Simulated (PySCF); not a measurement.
# GaBr: NMR shieldings, spin-spin couplings, relativistic core levels, part 1 of 2

Wanted: NMR shieldings, spin-spin couplings, relativistic core levels for GaBr (`[Ga][Br]`).

Computed with PySCF 2.14.0 and routines of our own; the level stands in each step. Atoms count from 0.

## (1) The system as given

2 atoms, charge 0, multiplicity 1; geometry from: GFN2-xTB.

## (2) Relaxing the molecule at PBE0-D3(BJ)/def2-SVP

Job settings and geometry (Å):

```
{"job": {"xc": "PBE0", "basis": "def2-SVP", "d3": "d3bj", "grid": 1, "maxiter": 30, "shake": 0.01, "kind": "geom"}, "charge": 0, "multiplicity": 1}
Ga     1.222410    -0.028970     0.001960
Br    -1.204920     0.000150    -0.014090
```

Command:

```bash
$ OMP_NUM_THREADS=1 python heavy_run.py task.json out
```

This one command runs all jobs of the session in turn.

Log:

```text
step   0  E = -4497.96687607  max force = 0.009454
step   1  E = -4497.96693451  max force = 0.009900
step   2  E = -4497.96742862  max force = 0.000662
step   3  E = -4497.96742962  max force = 0.000469
optimisation converged
```

Run time: 6.3 s. Hardware: 1 thread of AMD EPYC 7R43, shared host; peak memory 0.29 GiB.

Step by step:

```
step  energy from step 0 (eV)  largest force component (eV/Å)
   0                   0.0000                          0.4861
   1                  -0.0016                          0.5091
   2                  -0.0150                          0.0340
   3                  -0.0151                          0.0241
```

The bond:

```
   bond  before (Å)  after (Å)  change (Å)
Ga0–Br1       2.428      2.372      -0.055
```

The end geometry stands in the next job.

```
                         at the end point         value
  point group (found at 0.08 Å tolerance)         Cinfv
rotational constants (GHz, main isotopes)  2.441, 2.441
                        dipole moment (D)          2.23
```

## (3) NMR shieldings: PBE0/pcJ-1 Br:dyall-v2z Ga:dyall-v2z, spin–orbit

Job settings and geometry (Å):

```
{"job": {"kind": "hnmr", "xc": "PBE0", "basis": {"default": "pcJ-1", "Br": "dyall-v2z", "Ga": "dyall-v2z"}, "rel": "so"}, "charge": 0, "multiplicity": 1}
Ga    -1.063386     0.491925     0.021143
Br     1.081076    -0.520979    -0.033297
```

Level: PBE0/pcJ-1 Br:dyall-v2z Ga:dyall-v2z GIAO NMR shielding, X2C with spin-orbit coupling, screened-nuclear two-electron part, Gaussian nuclei, gas phase.

Log:

```text
spin-free SCF
coarse grid: 14752 points
cycle   1  E = -4549.6898640563  dE = -1.308e-01  |g| = 5.242e-01  |ddm| = 1.076e+00
cycle   2  E = -4549.6108856658  dE =  7.898e-02  |g| = 8.997e-01  |ddm| = 1.122e+00
cycle   3  E = -4549.7311427904  dE = -1.203e-01  |g| = 6.922e-02  |ddm| = 6.531e-01
cycle   4  E = -4549.7312528579  dE = -1.101e-04  |g| = 4.226e-02  |ddm| = 2.040e-02
cycle   5  E = -4549.7313009650  dE = -4.811e-05  |g| = 6.996e-03  |ddm| = 1.144e-02
cycle   6  E = -4549.7313143227  dE = -1.336e-05  |g| = 1.397e-03  |ddm| = 9.921e-03
cycle   7  E = -4549.7313147091  dE = -3.864e-07  |g| = 2.891e-04  |ddm| = 1.484e-03
final grid: 26368 points
cycle   8  E = -4549.7315752855  dE = -1.899e-07  |g| = 7.412e-04  |ddm| = 6.941e-04
cycle   9  E = -4549.7315752742  dE =  1.135e-08  |g| = 5.193e-04  |ddm| = 5.683e-04
cycle  10  E = -4549.7315752996  dE = -2.541e-08  |g| = 2.478e-04  |ddm| = 4.536e-04
cycle  11  E = -4549.7315753050  dE = -5.379e-09  |g| = 2.562e-05  |ddm| = 1.187e-04
converged SCF energy = -4549.7315753050
two-component SCF
cycle   1  E = -4549.6345035285  dE = -4.550e+03  |FDS-SDF| = 2.555e+01
cycle   2  E = -4549.8442573175  dE = -2.098e-01  |FDS-SDF| = 1.158e-01
cycle   3  E = -4549.8444308848  dE = -1.736e-04  |FDS-SDF| = 4.318e-03
cycle   4  E = -4549.8444384068  dE = -7.522e-06  |FDS-SDF| = 2.151e-03
cycle   5  E = -4549.8444391829  dE = -7.761e-07  |FDS-SDF| = 1.092e-03
cycle   6  E = -4549.8444395203  dE = -3.375e-07  |FDS-SDF| = 4.033e-04
cycle   7  E = -4549.8444395519  dE = -3.160e-08  |FDS-SDF| = 1.068e-04
cycle   8  E = -4549.8444395587  dE = -6.769e-09  |FDS-SDF| = 2.714e-05
converged, E = -4549.8444395587

Field gradients (au) and densities at the nuclei (bohr^-3)
atom        Vxx        Vyy        Vzz        centre      nuclear mean
  0 Ga     1.0763     1.0768    -2.1531      26075.112      26052.723
  1 Br    -0.8287    -0.8289     1.6575      40817.361      40757.609
without picture change
  0 Ga                          -2.2089                     39428.570
  1 Br                           1.7109                     66240.651

Core orbital energies (eV)
atom   shell        mean    spread
  0 Ga 1s       -10275.103   0.000
  0 Ga 2s        -1281.695   0.000
  0 Ga 3s         -156.404   0.000
  0 Ga 2p1/2     -1133.207   0.000
  0 Ga 2p3/2     -1105.652   0.030
  0 Ga 3p1/2      -107.978   0.000
  0 Ga 3p3/2      -104.291   0.086
  0 Ga 3d3/2       -23.190   0.063
  0 Ga 3d5/2       -22.723   0.081
  1 Br 1s       -13363.837   0.000
  1 Br 2s        -1753.171   0.000
  1 Br 3s         -246.177   0.000
  1 Br 4s          -21.403   0.000
  1 Br 2p1/2     -1576.792   0.000
  1 Br 2p3/2     -1529.441   0.016
  1 Br 3p1/2      -184.468   0.000
  1 Br 3p3/2      -177.531   0.065
  1 Br 3d3/2       -70.537   0.075
  1 Br 3d5/2       -69.458   0.099

Shielding tensors (ppm)
atom      isotropic    diamagn.    paramagn.     s11        s22        s33       span
  0 Ga     1741.96     2540.01     -798.05    1175.31    1175.32    2875.25    1699.94
  1 Br     1921.95     2988.97    -1067.02    1155.51    1155.52    3454.83    2299.32
```

Wall time 34 s (1 thread of AMD EPYC 7R43, shared host); peak memory 0.85 GiB.

From this job:

```
                       quantity       value
energy from spin-orbit coupling  -0.1129 Eh
```

Orbitals, density, ELF and potential are computed afterwards from the orbital file.

Frontier orbitals at PBE0/dyall-v2z, with the share of their density that lies nearest to each atom:

```
orbital  energy (eV)             lies on
   HOMO        -7.30  Ga0 55 %; Br1 45 %
   LUMO        -1.74  Ga0 90 %; Br1 10 %
```

ELF in a plane through or near 2 of the atoms.

Values, 10 rows by 14 columns:
```
0.00 0.00 0.00 0.01 0.01 0.01 0.00 0.00 0.01 0.01 0.00 0.00 0.00 0.00
0.00 0.01 0.13 0.41 0.43 0.16 0.03 0.10 0.33 0.35 0.21 0.08 0.00 0.00
0.00 0.11 0.70 0.87 0.75 0.39 0.13 0.29 0.61 0.67 0.54 0.34 0.06 0.00
0.03 0.66 0.96 0.70 0.35 0.20 0.22 0.57 0.81 0.80 0.82 0.65 0.26 0.01
0.10 0.90 0.93 0.32 0.44 0.69 0.16 0.72 0.24 0.47 0.61 0.80 0.40 0.04
0.13 0.93 0.91 0.26 0.68 0.50 0.19 0.72 0.40 0.67 0.44 0.81 0.42 0.05
0.06 0.83 0.95 0.49 0.20 0.25 0.18 0.66 0.58 0.37 0.80 0.75 0.34 0.03
0.01 0.35 0.92 0.87 0.59 0.32 0.21 0.43 0.75 0.81 0.71 0.51 0.16 0.00
0.00 0.05 0.49 0.79 0.72 0.33 0.09 0.22 0.53 0.57 0.44 0.25 0.03 0.00
0.00 0.00 0.01 0.07 0.10 0.04 0.01 0.02 0.11 0.12 0.05 0.01 0.00 0.00
```
The map spans 7.6 Å across and 5.2 Å up, centred on the molecule. Atoms in the plane (x, y in Å): Ga0 (-1.2, 0.0), Br1 (1.2, 0.0).

On the surface of density 0.002 e/bohr³ the electrostatic potential runs, from the 1st to the 99th percentile, from -0.64 V near Br1 to 1.64 V near Ga0.

## (4) Spin-spin couplings: PBE0/pcJ-1 Br:dyall-v2z Ga:dyall-v2z, spin–orbit

Job settings and geometry (Å):

```
{"job": {"kind": "hj", "xc": "PBE0", "basis": {"default": "pcJ-1", "Br": "dyall-v2z", "Ga": "dyall-v2z"}, "rel": "so", "atoms": [1, 0]}, "charge": 0, "multiplicity": 1}
Ga    -1.063386     0.491925     0.021143
Br     1.081076    -0.520979    -0.033297
```

With the program's defaults for keys left out, this is: PBE0/pcJ-1 Br:dyall-v2z Ga:dyall-v2z indirect spin-spin coupling, X2C with spin-orbit coupling, screened-nuclear two-electron part, Gaussian nuclei, gas phase.

Log:

```text
spin-free SCF
coarse grid: 14752 points
cycle   1  E = -4549.6898640563  dE = -1.308e-01  |g| = 5.242e-01  |ddm| = 1.076e+00
cycle   2  E = -4549.6108856658  dE =  7.898e-02  |g| = 8.997e-01  |ddm| = 1.122e+00
cycle   3  E = -4549.7311427904  dE = -1.203e-01  |g| = 6.922e-02  |ddm| = 6.531e-01
cycle   4  E = -4549.7312528579  dE = -1.101e-04  |g| = 4.226e-02  |ddm| = 2.040e-02
cycle   5  E = -4549.7313009650  dE = -4.811e-05  |g| = 6.996e-03  |ddm| = 1.144e-02
cycle   6  E = -4549.7313143227  dE = -1.336e-05  |g| = 1.397e-03  |ddm| = 9.921e-03
cycle   7  E = -4549.7313147091  dE = -3.864e-07  |g| = 2.891e-04  |ddm| = 1.484e-03
final grid: 26368 points
cycle   8  E = -4549.7315752855  dE = -1.899e-07  |g| = 7.412e-04  |ddm| = 6.941e-04
cycle   9  E = -4549.7315752742  dE =  1.135e-08  |g| = 5.193e-04  |ddm| = 5.683e-04
cycle  10  E = -4549.7315752996  dE = -2.541e-08  |g| = 2.478e-04  |ddm| = 4.536e-04
cycle  11  E = -4549.7315753050  dE = -5.379e-09  |g| = 2.562e-05  |ddm| = 1.187e-04
converged SCF energy = -4549.7315753050
two-component SCF
cycle   1  E = -4549.6345035285  dE = -4.550e+03  |FDS-SDF| = 2.555e+01
cycle   2  E = -4549.8442573175  dE = -2.098e-01  |FDS-SDF| = 1.158e-01
cycle   3  E = -4549.8444308848  dE = -1.736e-04  |FDS-SDF| = 4.318e-03
cycle   4  E = -4549.8444384068  dE = -7.522e-06  |FDS-SDF| = 2.151e-03
cycle   5  E = -4549.8444391829  dE = -7.761e-07  |FDS-SDF| = 1.092e-03
cycle   6  E = -4549.8444395203  dE = -3.375e-07  |FDS-SDF| = 4.033e-04
cycle   7  E = -4549.8444395519  dE = -3.160e-08  |FDS-SDF| = 1.068e-04
cycle   8  E = -4549.8444395587  dE = -6.769e-09  |FDS-SDF| = 2.714e-05
converged, E = -4549.8444395587

Indirect spin-spin couplings
  i        j     bonds      J/Hz   K/1e19 T2/J   anisotropy/Hz
  1  79Br   0  69Ga   1     -723.59     -995.53       649.7
```

It took 48 s on 1 thread of AMD EPYC 7R43, shared host; peak memory 0.59 GiB.

Key values:

```
                       quantity       value
energy from spin-orbit coupling  -0.1129 Eh
```

## (5) Relativistic core levels: PBE0/pcJ-1 Br:dyall-v2z Ga:dyall-v2z, spin–orbit

Job settings and geometry (Å):

```
{"job": {"kind": "hxps", "xc": "PBE0", "basis": {"default": "pcJ-1", "Br": "dyall-v2z", "Ga": "dyall-v2z"}, "rel": "so", "holes": [[1, "3d"], [0, "2p"]]}, "charge": 0, "multiplicity": 1}
Ga    -1.063386     0.491925     0.021143
Br     1.081076    -0.520979    -0.033297
```

Method: PBE0/pcJ-1 Br:dyall-v2z Ga:dyall-v2z core ionisation, delta-SCF with one localised hole, X2C with spin-orbit coupling, screened-nuclear two-electron part, Gaussian nuclei, gas phase.

Log:

```text
spin-free SCF
coarse grid: 14752 points
cycle   1  E = -4549.6898640563  dE = -1.308e-01  |g| = 5.242e-01  |ddm| = 1.076e+00
cycle   2  E = -4549.6108856658  dE =  7.898e-02  |g| = 8.997e-01  |ddm| = 1.122e+00
cycle   3  E = -4549.7311427904  dE = -1.203e-01  |g| = 6.922e-02  |ddm| = 6.531e-01
cycle   4  E = -4549.7312528579  dE = -1.101e-04  |g| = 4.226e-02  |ddm| = 2.040e-02
cycle   5  E = -4549.7313009650  dE = -4.811e-05  |g| = 6.996e-03  |ddm| = 1.144e-02
cycle   6  E = -4549.7313143227  dE = -1.336e-05  |g| = 1.397e-03  |ddm| = 9.921e-03
cycle   7  E = -4549.7313147091  dE = -3.864e-07  |g| = 2.891e-04  |ddm| = 1.484e-03
final grid: 26368 points
cycle   8  E = -4549.7315752855  dE = -1.899e-07  |g| = 7.412e-04  |ddm| = 6.941e-04
cycle   9  E = -4549.7315752742  dE =  1.135e-08  |g| = 5.193e-04  |ddm| = 5.683e-04
cycle  10  E = -4549.7315752996  dE = -2.541e-08  |g| = 2.478e-04  |ddm| = 4.536e-04
cycle  11  E = -4549.7315753050  dE = -5.379e-09  |g| = 2.562e-05  |ddm| = 1.187e-04
converged SCF energy = -4549.7315753050
two-component SCF
cycle   1  E = -4549.6345035285  dE = -4.550e+03  |FDS-SDF| = 2.555e+01
cycle   2  E = -4549.8442573175  dE = -2.098e-01  |FDS-SDF| = 1.158e-01
cycle   3  E = -4549.8444308848  dE = -1.736e-04  |FDS-SDF| = 4.318e-03
cycle   4  E = -4549.8444384068  dE = -7.522e-06  |FDS-SDF| = 2.151e-03
cycle   5  E = -4549.8444391829  dE = -7.761e-07  |FDS-SDF| = 1.092e-03
cycle   6  E = -4549.8444395203  dE = -3.375e-07  |FDS-SDF| = 4.033e-04
cycle   7  E = -4549.8444395519  dE = -3.160e-08  |FDS-SDF| = 1.068e-04
cycle   8  E = -4549.8444395587  dE = -6.769e-09  |FDS-SDF| = 2.714e-05
converged, E = -4549.8444395587

Field gradients (au) and densities at the nuclei (bohr^-3)
atom        Vxx        Vyy        Vzz        centre      nuclear mean
  0 Ga     1.0763     1.0768    -2.1531      26075.112      26052.723
  1 Br    -0.8287    -0.8289     1.6575      40817.361      40757.609
without picture change
  0 Ga                          -2.2089                     39428.570
  1 Br                           1.7109                     66240.651

Core orbital energies (eV)
atom   shell        mean    spread
  0 Ga 1s       -10275.103   0.000
  0 Ga 2s        -1281.695   0.000
  0 Ga 3s         -156.404   0.000
  0 Ga 2p1/2     -1133.207   0.000
  0 Ga 2p3/2     -1105.652   0.030
  0 Ga 3p1/2      -107.978   0.000
  0 Ga 3p3/2      -104.291   0.086
  0 Ga 3d3/2       -23.190   0.063
  0 Ga 3d5/2       -22.723   0.081
  1 Br 1s       -13363.837   0.000
  1 Br 2s        -1753.171   0.000
  1 Br 3s         -246.177   0.000
  1 Br 4s          -21.403   0.000
  1 Br 2p1/2     -1576.792   0.000
  1 Br 2p3/2     -1529.441   0.016
  1 Br 3p1/2      -184.468   0.000
  1 Br 3p3/2      -177.531   0.065
  1 Br 3d3/2       -70.537   0.075
  1 Br 3d5/2       -69.458   0.099

hole in 3d5/2 of atom 1
cycle   1  E = -4546.7189531820  dE = -4.547e+03  |FDS-SDF| = 2.206e+00
cycle   2  E = -4546.8477206521  dE = -1.288e-01  |FDS-SDF| = 2.201e+00
cycle   3  E = -4547.0919604752  dE = -2.442e-01  |FDS-SDF| = 1.384e-01
cycle   4  E = -4547.0945890423  dE = -2.629e-03  |FDS-SDF| = 5.163e-02
cycle   5  E = -4547.0947495300  dE = -1.605e-04  |FDS-SDF| = 1.838e-02
cycle   6  E = -4547.0947726711  dE = -2.314e-05  |FDS-SDF| = 2.742e-03
cycle   7  E = -4547.0947736354  dE = -9.642e-07  |FDS-SDF| = 3.864e-04
cycle   8  E = -4547.0947736689  dE = -3.356e-08  |FDS-SDF| = 1.070e-04
converged, E = -4547.0947736689
hole in 2p3/2 of atom 0
cycle   1  E = -4507.5474189995  dE = -4.508e+03  |FDS-SDF| = 6.290e+00
cycle   2  E = -4506.6017338800  dE =  9.457e-01  |FDS-SDF| = 6.073e+00
cycle   3  E = -4508.4107814174  dE = -1.809e+00  |FDS-SDF| = 1.057e+00
cycle   4  E = -4508.5269662578  dE = -1.162e-01  |FDS-SDF| = 6.724e-01
cycle   5  E = -4508.6183074620  dE = -9.134e-02  |FDS-SDF| = 7.130e-02
cycle   6  E = -4508.6189076071  dE = -6.001e-04  |FDS-SDF| = 1.256e-02
cycle   7  E = -4508.6189711782  dE = -6.357e-05  |FDS-SDF| = 1.080e-02
cycle   8  E = -4508.6190154760  dE = -4.430e-05  |FDS-SDF| = 1.924e-03
cycle   9  E = -4508.6190172995  dE = -1.824e-06  |FDS-SDF| = 3.886e-04
cycle  10  E = -4508.6190173731  dE = -7.354e-08  |FDS-SDF| = 1.089e-04
converged, E = -4508.6190173731

Core binding energies (eV)
atom   line    delta-SCF   -orbital   splitting
  1 Br 3d5/2      74.796      69.46     1.079
  0 Ga 2p3/2    1121.808    1105.65    27.555
```

Run time: 32 s. Hardware: 1 thread of AMD EPYC 7R43, shared host; peak memory 0.69 GiB.

In short:

```
                       quantity       value
energy from spin-orbit coupling  -0.1129 Eh
```

## (6) NMR shieldings: PBE0/pcJ-1 Br:dyall-v2z Ga:dyall-v2z, non-relativistic

Job settings and geometry (Å):

```
{"job": {"kind": "hnmr", "xc": "PBE0", "basis": {"default": "pcJ-1", "Br": "dyall-v2z", "Ga": "dyall-v2z"}, "rel": "nr"}, "charge": 0, "multiplicity": 1}
Ga    -1.063386     0.491925     0.021143
Br     1.081076    -0.520979    -0.033297
```

With the program's defaults for keys left out, this is: PBE0/pcJ-1 Br:dyall-v2z Ga:dyall-v2z GIAO NMR shielding, non-relativistic, Gaussian nuclei, gas phase.

Log:

```text
non-relativistic SCF
coarse grid: 14752 points
cycle   1  E = -4498.4655438074  dE = -3.218e+01  |g| = 2.754e+00  |ddm| = 1.306e+00
cycle   2  E = -4498.4025997571  dE =  6.294e-02  |g| = 1.635e+00  |ddm| = 1.056e+00
cycle   3  E = -4498.4858633912  dE = -8.326e-02  |g| = 1.060e+00  |ddm| = 9.312e-01
cycle   4  E = -4498.5516766232  dE = -6.581e-02  |g| = 1.760e-01  |ddm| = 3.558e-01
cycle   5  E = -4498.5527524337  dE = -1.076e-03  |g| = 1.549e-02  |ddm| = 4.703e-02
cycle   6  E = -4498.5527819165  dE = -2.948e-05  |g| = 5.750e-03  |ddm| = 1.712e-02
cycle   7  E = -4498.5527897549  dE = -7.838e-06  |g| = 1.308e-03  |ddm| = 7.145e-03
final grid: 26368 points
cycle   8  E = -4498.5527929065  dE =  1.321e-07  |g| = 1.942e-03  |ddm| = 2.950e-03
cycle   9  E = -4498.5527924818  dE =  4.248e-07  |g| = 2.733e-03  |ddm| = 3.775e-03
cycle  10  E = -4498.5527935160  dE = -1.034e-06  |g| = 1.707e-04  |ddm| = 2.004e-03
cycle  11  E = -4498.5527935187  dE = -2.648e-09  |g| = 2.912e-05  |ddm| = 7.714e-05
converged SCF energy = -4498.5527935187
check of the scalar solution
cycle   1  E = -4498.5527935187  dE = -4.499e+03  |FDS-SDF| = 2.912e-05
cycle   2  E = -4498.5527935186  dE =  6.639e-11  |FDS-SDF| = 4.544e-05
converged, E = -4498.5527935186

Field gradients (au) and densities at the nuclei (bohr^-3)
atom        Vxx        Vyy        Vzz        centre      nuclear mean
  0 Ga     1.0477     1.0481    -2.0958      20182.659      20171.540
  1 Br    -0.7718    -0.7720     1.5439      29275.546      29251.718

Core orbital energies (eV)
atom   shell        mean    spread
  0 Ga 1s       -10145.944   0.000
  0 Ga 2s        -1252.289   0.000
  0 Ga 3s         -151.621   0.000
  0 Ga 2p        -1108.337   0.046
  0 Ga 3p         -104.433   0.128
  0 Ga 3d          -23.567   0.100
  1 Br 1s       -13147.549   0.000
  1 Br 2s        -1703.058   0.000
  1 Br 3s         -237.873   0.000
  1 Br 4s          -20.818   0.000
  1 Br 2p        -1533.515   0.023
  1 Br 3p         -178.105   0.097
  1 Br 3d          -71.627   0.109

Shielding tensors (ppm)
atom      isotropic    diamagn.    paramagn.     s11        s22        s33       span
  0 Ga     1624.79     2637.49    -1012.70    1115.42    1115.42    2643.53    1528.11
  1 Br     1653.12     3125.04    -1471.91     914.47     914.49    3130.41    2215.94
```

Run time: 12 s. Hardware: 1 thread of AMD EPYC 7R43, shared host; peak memory 0.79 GiB.

## (7) Spin-spin couplings: PBE0/pcJ-1 Br:dyall-v2z Ga:dyall-v2z, non-relativistic

Job settings and geometry (Å):

```
{"job": {"kind": "hj", "xc": "PBE0", "basis": {"default": "pcJ-1", "Br": "dyall-v2z", "Ga": "dyall-v2z"}, "rel": "nr", "atoms": [1, 0]}, "charge": 0, "multiplicity": 1}
Ga    -1.063386     0.491925     0.021143
Br     1.081076    -0.520979    -0.033297
```

With the program's defaults for keys left out, this is: PBE0/pcJ-1 Br:dyall-v2z Ga:dyall-v2z indirect spin-spin coupling, non-relativistic, Gaussian nuclei, gas phase.

Log:

```text
non-relativistic SCF
coarse grid: 14752 points
cycle   1  E = -4498.4655438074  dE = -3.218e+01  |g| = 2.754e+00  |ddm| = 1.306e+00
cycle   2  E = -4498.4025997571  dE =  6.294e-02  |g| = 1.635e+00  |ddm| = 1.056e+00
cycle   3  E = -4498.4858633912  dE = -8.326e-02  |g| = 1.060e+00  |ddm| = 9.312e-01
cycle   4  E = -4498.5516766232  dE = -6.581e-02  |g| = 1.760e-01  |ddm| = 3.558e-01
cycle   5  E = -4498.5527524337  dE = -1.076e-03  |g| = 1.549e-02  |ddm| = 4.703e-02
cycle   6  E = -4498.5527819165  dE = -2.948e-05  |g| = 5.750e-03  |ddm| = 1.712e-02
cycle   7  E = -4498.5527897549  dE = -7.838e-06  |g| = 1.308e-03  |ddm| = 7.145e-03
final grid: 26368 points
cycle   8  E = -4498.5527929065  dE =  1.321e-07  |g| = 1.942e-03  |ddm| = 2.950e-03
cycle   9  E = -4498.5527924818  dE =  4.248e-07  |g| = 2.733e-03  |ddm| = 3.775e-03
cycle  10  E = -4498.5527935160  dE = -1.034e-06  |g| = 1.707e-04  |ddm| = 2.004e-03
cycle  11  E = -4498.5527935187  dE = -2.648e-09  |g| = 2.912e-05  |ddm| = 7.714e-05
converged SCF energy = -4498.5527935187
two-component SCF
cycle   1  E = -4498.5527935187  dE = -4.499e+03  |FDS-SDF| = 2.912e-05
cycle   2  E = -4498.5527935186  dE =  6.366e-11  |FDS-SDF| = 4.544e-05
converged, E = -4498.5527935186

Indirect spin-spin couplings
  i        j     bonds      J/Hz   K/1e19 T2/J   anisotropy/Hz
  1  79Br   0  69Ga   1     -714.23     -982.66       662.4
```

It took 40 s on 1 thread of AMD EPYC 7R43, shared host; peak memory 0.56 GiB.

## (8) NMR shieldings: PBE0/pcJ-1 Br:dyall-v2z Ga:dyall-v2z, spin-free

Job settings and geometry (Å):

```
{"job": {"kind": "hnmr", "xc": "PBE0", "basis": {"default": "pcJ-1", "Br": "dyall-v2z", "Ga": "dyall-v2z"}, "rel": "sf"}, "charge": 0, "multiplicity": 1}
Ga    -1.063386     0.491925     0.021143
Br     1.081076    -0.520979    -0.033297
```

With the program's defaults for keys left out, this is: PBE0/pcJ-1 Br:dyall-v2z Ga:dyall-v2z GIAO NMR shielding, spin-free X2C, Gaussian nuclei, gas phase.

Log:

```text
spin-free SCF
coarse grid: 14752 points
cycle   1  E = -4549.6898640563  dE = -1.308e-01  |g| = 5.242e-01  |ddm| = 1.076e+00
cycle   2  E = -4549.6108856658  dE =  7.898e-02  |g| = 8.997e-01  |ddm| = 1.122e+00
cycle   3  E = -4549.7311427904  dE = -1.203e-01  |g| = 6.922e-02  |ddm| = 6.531e-01
cycle   4  E = -4549.7312528579  dE = -1.101e-04  |g| = 4.226e-02  |ddm| = 2.040e-02
cycle   5  E = -4549.7313009650  dE = -4.811e-05  |g| = 6.996e-03  |ddm| = 1.144e-02
cycle   6  E = -4549.7313143227  dE = -1.336e-05  |g| = 1.397e-03  |ddm| = 9.921e-03
cycle   7  E = -4549.7313147091  dE = -3.864e-07  |g| = 2.891e-04  |ddm| = 1.484e-03
final grid: 26368 points
cycle   8  E = -4549.7315752855  dE = -1.899e-07  |g| = 7.412e-04  |ddm| = 6.941e-04
cycle   9  E = -4549.7315752742  dE =  1.135e-08  |g| = 5.193e-04  |ddm| = 5.683e-04
cycle  10  E = -4549.7315752996  dE = -2.541e-08  |g| = 2.478e-04  |ddm| = 4.536e-04
cycle  11  E = -4549.7315753050  dE = -5.379e-09  |g| = 2.562e-05  |ddm| = 1.187e-04
converged SCF energy = -4549.7315753050
check of the scalar solution
cycle   1  E = -4549.7315753050  dE = -4.550e+03  |FDS-SDF| = 2.562e-05
cycle   2  E = -4549.7315753050  dE = -2.638e-11  |FDS-SDF| = 1.838e-05
converged, E = -4549.7315753050

Field gradients (au) and densities at the nuclei (bohr^-3)
atom        Vxx        Vyy        Vzz        centre      nuclear mean
  0 Ga     1.0766     1.0770    -2.1536      26073.869      26051.479
  1 Br    -0.8280    -0.8282     1.6561      40813.834      40754.081
without picture change
  0 Ga                          -2.2086                     39428.784
  1 Br                           1.7106                     66241.198

Core orbital energies (eV)
atom   shell        mean    spread
  0 Ga 1s       -10275.195   0.000
  0 Ga 2s        -1281.714   0.000
  0 Ga 3s         -156.411   0.000
  0 Ga 2p        -1114.722   0.045
  0 Ga 3p         -105.506   0.127
  0 Ga 3d          -22.913   0.099
  1 Br 1s       -13364.008   0.000
  1 Br 2s        -1753.202   0.000
  1 Br 3s         -246.180   0.000
  1 Br 4s          -21.401   0.000
  1 Br 2p        -1544.959   0.024
  1 Br 3p         -179.800   0.098
  1 Br 3d          -69.888   0.111

Shielding tensors (ppm)
atom      isotropic    diamagn.    paramagn.     s11        s22        s33       span
  0 Ga     1632.81     2646.84    -1014.03    1110.82    1110.83    2676.77    1565.95
  1 Br     1606.00     3138.91    -1532.91     818.66     818.67    3180.68    2362.02
```

Wall time 12 s (1 thread of AMD EPYC 7R43, shared host); peak memory 0.79 GiB.

(Continued in part 2 of 2.)
